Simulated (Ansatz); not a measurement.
Crystal: Ge2Sb2Te5.

```
Te Sb Ge
1.0
     4.29406    0.00000    0.00000
    -2.14703    3.71877    0.00000
     0.00000    0.00000   17.10135
Te Sb Ge
5 2 2
Direct
  0.66667 0.33333 0.41989
  0.33333 0.66667 0.58011
  0.33333 0.66667 0.20154
  0.66667 0.33333 0.79846
  0.00000 0.00000 0.00000
  0.00000 0.00000 0.32007
  0.00000 0.00000 0.67993
  0.66667 0.33333 0.10290
  0.33333 0.66667 0.89711
```

The cell comes from a database or a generator and needn't be the stable form of this composition.

| Property | Result |
| --- | --- |
| Program | Ansatz 0.2.0 |
| Task | relaxation of cell and atoms |
| Functional | PBEsol |
| Dispersion | D4 |
| Potentials or basis | Ansatz PAW |
| Cutoff | 420 eV (not typed: the program's choice for these potentials) |
| k mesh | 7 × 7 × 2 |
| Occupations | fermi-dirac, width 0.05 eV |
| Spin | no spin polarisation |

At the start: volume 30.34 Å³/atom.

Q: Where does the relaxation end?

A: It ends after 6 steps and the volume is 28.05 Å³/atom (-7.5 %); space group P-3m1 (No. 164, to 0.05 Å).

Step by step:
| step | energy change (eV) | largest force (eV/Å) | volume (Å³) |
| --- | --- | --- | --- |
| 1 | 0.0000 | 0.1315 | 273.09 |
| 2 | -0.1486 | 0.3171 | 244.12 |
| 3 | -0.2351 | 0.0295 | 254.69 |
| 4 | -0.2384 | 0.0150 | 252.93 |
| 5 | -0.2386 | 0.0034 | 252.49 |
| 6 | -0.2347 | 0.0034 | 252.49 |

Final structure:
```yaml
crystal:
  lattice:
    - [4.18529, 0.00000, 0.00000]
    - [-2.09264, 3.62457, 0.00000]
    - [0.00000, 0.00000, 16.64418]
  atoms:
    - { symbol: Te, position: [0.66667, 0.33333, 0.42271] }
    - { symbol: Te, position: [0.33333, 0.66667, 0.57729] }
    - { symbol: Te, position: [0.33333, 0.66667, 0.19931] }
    - { symbol: Te, position: [0.66667, 0.33333, 0.80069] }
    - { symbol: Te, position: [0.00000, 0.00000, 0.00000] }
    - { symbol: Sb, position: [0.00000, 0.00000, 0.31892] }
    - { symbol: Sb, position: [0.00000, 0.00000, 0.68108] }
    - { symbol: Ge, position: [0.66667, 0.33333, 0.10078] }
    - { symbol: Ge, position: [0.33333, 0.66667, 0.89922] }
```

Caveat: the plane-wave basis is chosen anew once the cell has moved, so the energies of steps on either side of that aren't comparable; pairwise dispersion overbinds metals, which lowers pressure and volume; the PAW data sets come from PBE, with cores solved anew for the run's functional, which leaves a small shift of forces and pressure.
